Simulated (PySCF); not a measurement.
# Towards the basis-set limit for CdBr

The task here is to estimate one member of a computed series from the others.

Program: PySCF 2.14.0. Level of theory: CCSD(T) on ROHF, scalar-relativistic core potentials. These are calculated values, not measurements.

2 further runs of the same task are left out: 2 set aside as unsound or not needed.

The first run:

- molecule: CdBr
- state: doublet, unpaired electrons σ ↑
- smaller basis: Cd aug-cc-pVDZ-PP with ECP28, Br aug-cc-pVDZ-PP with ECP10
- larger basis: Cd aug-cc-pVTZ-PP with ECP28, Br aug-cc-pVTZ-PP with ECP10
- frozen core orbitals: 13
- extrapolation: correlation as n⁻³ (n = 2, 3), Hartree–Fock as (n+1)·exp(−9√n)
- corrections: none
- distances (Å): 2.2097, 2.3101, 2.4106, 2.5110, 2.6115, 2.7370, 2.8626
- masses (u): 113.9034, 78.9183
- dissociation limit: Cd + Br

The run is started by

```console
$ OMP_NUM_THREADS=4 python comp.py task.json out
```

Steps of the session up to this table: Coupled cluster at each distance.

One table of the session follows, with a row left open; its other results are not shown here.

It belongs to the step «Constants step by step». 

```
                   level  Re (Å)  ωe (cm⁻¹)  ωexe (cm⁻¹)  αe (cm⁻¹)  De (eV)
CCSD(T)/aug-cc-pVDZ(-PP)  2.5048      222.4        0.689   0.000225    1.404
CCSD(T)/aug-cc-pVTZ(-PP)       ?          ?            ?          ?        ?
                  HF/CBS  2.5129      229.2        0.554   0.000197    1.536
                 MP2/CBS  2.4468      242.4        0.608   0.000212    1.533
                CCSD/CBS  2.4787      231.2        0.665   0.000220    1.501
             CCSD(T)/CBS  2.4792      229.1        0.692   0.000226    1.527
```

Q: Estimate the row for CCSD(T)/aug-cc-pVTZ(-PP) from the others.

As computed: Re (Å): 2.4854; ωe (cm⁻¹): 227.3; ωexe (cm⁻¹): 0.688; αe (cm⁻¹): 0.000225; De (eV): 1.491. In the column «Re (Å)» it lies between CCSD(T)/CBS (2.4792) and CCSD(T)/aug-cc-pVDZ(-PP) (2.5048).

The outer-core shells of Cd are frozen, which can move the bond length by hundredths of an ångström. An extrapolation from double and triple zeta is rough, so this isn't yet the limit.
